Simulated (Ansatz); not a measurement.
# CH7GaO2Si: basis-set convergence

The task here is to estimate one member of a computed series from the others.

The runs use Ansatz 0.2.0, Gaussian basis; one geometry, several basis sets.

The runs, in order: PBE0-D4/def2-SVP; ωB97M-V/def2-SVP; PBE0-D4/def2-QZVPP; ωB97M-V/def2-QZVPP; the functionals' def2-TZVPP values are taken from earlier runs.

### Structure used throughout

The geometry comes from an earlier relaxation with PBE0-D4 in a triple-zeta def2 set; it is a stationary point, not always the lowest conformer.

SMILES `CO[SiH](O)[GaH2]`, 12 atoms, charge 0, spin multiplicity 1.

Atoms are counted from 1 here; the program's logs count them from 0.

Bond lengths: C1–O2 1.409 Å, C1–H6 1.091 Å, C1–H7 1.094 Å, C1–H8 1.097 Å, O2–Si3 1.645 Å, Si3–O4 1.655 Å, Si3–Ga5 2.424 Å, Si3–H9 1.489 Å, O4–H10 0.960 Å, Ga5–H11 1.576 Å, Ga5–H12 1.575 Å. Angles: O2–C1–H6 108.4°, O2–C1–H7 111.1°, O2–C1–H8 111.8°, H6–C1–H7 108.7°, H6–C1–H8 108.5°, H7–C1–H8 108.3°, C1–O2–Si3 124.0°, O2–Si3–O4 112.7°, O2–Si3–Ga5 113.9°, O2–Si3–H9 102.3°, O4–Si3–Ga5 102.4°, O4–Si3–H9 110.1°, Ga5–Si3–H9 115.9°, Si3–O4–H10 117.7°, Si3–Ga5–H11 122.5°, Si3–Ga5–H12 120.8°, H11–Ga5–H12 116.6°.

Set-up of the first run:

File in.yaml:

```yaml
crystal:
  periodic: [false, false, false]
  atoms:
    - {symbol: C, position_ang: [-1.429786, 1.255292, 0.050484]}
    - {symbol: O, position_ang: [-0.354373, 0.966718, 0.914713]}
    - {symbol: Si, position_ang: [0.900732, -0.020939, 0.522213]}
    - {symbol: O, position_ang: [1.798238, 0.560065, -0.741060]}
    - {symbol: Ga, position_ang: [0.220319, -2.202688, -0.284771]}
    - {symbol: H, position_ang: [-2.236016, 1.695502, 0.639778]}
    - {symbol: H, position_ang: [-1.131688, 1.968799, -0.724038]}
    - {symbol: H, position_ang: [-1.810751, 0.352123, -0.441233]}
    - {symbol: H, position_ang: [1.711932, -0.014190, 1.770502]}
    - {symbol: H, position_ang: [2.331857, 1.342516, -0.586752]}
    - {symbol: H, position_ang: [-1.109055, -2.427958, -1.101646]}
    - {symbol: H, position_ang: [1.108590, -3.475252, -0.018210]}
basis:
  gaussian: {orbitals: def2-SVP}
hamiltonian: {xc: pbe0, dispersion: d4}
output: {orbitals: {seedname: orbitals}}
```

Started as:

```sh
$ ansatz run in.yaml --threads 2 --pin off --events-out ev --progress --plain --max-ram 32768MiB --backend cpu
```

Steps of the session up to this table: PBE0-D4 in def2-SVP; ωB97M-V in def2-SVP; PBE0-D4 in def2-QZVPP; ωB97M-V in def2-QZVPP.

One table of the session follows, with a row left open; its other results are not shown here.

It belongs to the step «Functionals by basis». 

```
functional       basis  HOMO (eV)  LUMO (eV)
   PBE0-D4    def2-SVP      -7.06      -1.94
   PBE0-D4  def2-TZVPP      -7.16      -2.01
   PBE0-D4  def2-QZVPP      -7.18      -2.04
   ωB97M-V    def2-SVP      -9.10      -0.19
   ωB97M-V  def2-TZVPP      -9.22      -0.29
   ωB97M-V  def2-QZVPP          ?          ?
```

**Question.** Estimate the row for ωB97M-V, def2-QZVPP.

As computed: HOMO (eV): -9.24; LUMO (eV): -0.41. In the column «HOMO (eV)» it is the lowest.
